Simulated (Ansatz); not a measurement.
# CH4FNOSi: the cost of one run

Computed with Ansatz 0.2.0, Gaussian basis. Level: the settings change from run to run.

### Step 1. The molecule

The structure was relaxed beforehand with PBE0-D4 in a triple-zeta def2 set.

SMILES `OC1(F)N[SiH2]1`, 9 atoms, charge 0, spin multiplicity 1.

Atoms are counted from 1 here; the program's logs count them from 0.

Bond lengths: O1–C2 1.359 Å, O1–H6 0.966 Å, C2–F3 1.383 Å, C2–N4 1.435 Å, C2–Si5 1.845 Å, N4–Si5 1.733 Å, N4–H7 1.011 Å, Si5–H8 1.480 Å, Si5–H9 1.478 Å. Angles: C2–O1–H6 108.6°, O1–C2–F3 109.8°, O1–C2–N4 118.3°, O1–C2–Si5 127.7°, F3–C2–N4 112.4°, F3–C2–Si5 117.3°, N4–C2–Si5 62.3°, C2–N4–Si5 70.5°, C2–N4–H7 119.5°, Si5–N4–H7 132.5°, C2–Si5–N4 47.2°, C2–Si5–H8 117.5°, C2–Si5–H9 126.1°, N4–Si5–H8 119.9°, N4–Si5–H9 116.6°, H8–Si5–H9 113.4°.

Coordinates:

```xyz
9
CH4FNOSi
O     1.0784    1.4606    0.2688
C     0.6100    0.2350   -0.0858
F     1.5595   -0.4296   -0.8405
N    -0.7032    0.1471   -0.6583
Si   -0.6427   -0.7938    0.7956
H     0.9975    2.0523   -0.4909
H    -0.8065   -0.1057   -1.6312
H    -0.4958   -2.2643    0.7174
H    -1.5086   -0.3480    1.9078
```

### Step 2. SVWN5/cc-pVTZ

Set apart from the defaults: high accuracy.

in.yaml reads:

```yaml
crystal:
  periodic: [false, false, false]
  atoms:
    - {symbol: O, position_ang: [1.078413, 1.460633, 0.268817]}
    - {symbol: C, position_ang: [0.609988, 0.234984, -0.085814]}
    - {symbol: F, position_ang: [1.559452, -0.429612, -0.840538]}
    - {symbol: N, position_ang: [-0.703221, 0.147068, -0.658260]}
    - {symbol: Si, position_ang: [-0.642674, -0.793755, 0.795602]}
    - {symbol: H, position_ang: [0.997473, 2.052319, -0.490903]}
    - {symbol: H, position_ang: [-0.806483, -0.105703, -1.631183]}
    - {symbol: H, position_ang: [-0.495751, -2.264254, 0.717402]}
    - {symbol: H, position_ang: [-1.508596, -0.347981, 1.907776]}
basis:
  gaussian: {orbitals: cc-pVTZ}
hamiltonian: {xc: {name: SVWN5}}
accuracy: high
```

On the command line:

```console
$ ansatz run in.yaml --threads 2 --pin off --events-out ev --progress --plain --max-ram 4352MiB
```

Q: Estimate wall time and peak memory on 2 threads of Arm Neoverse V1, shared host.

About 13 s, with a peak of 1.1 GiB.
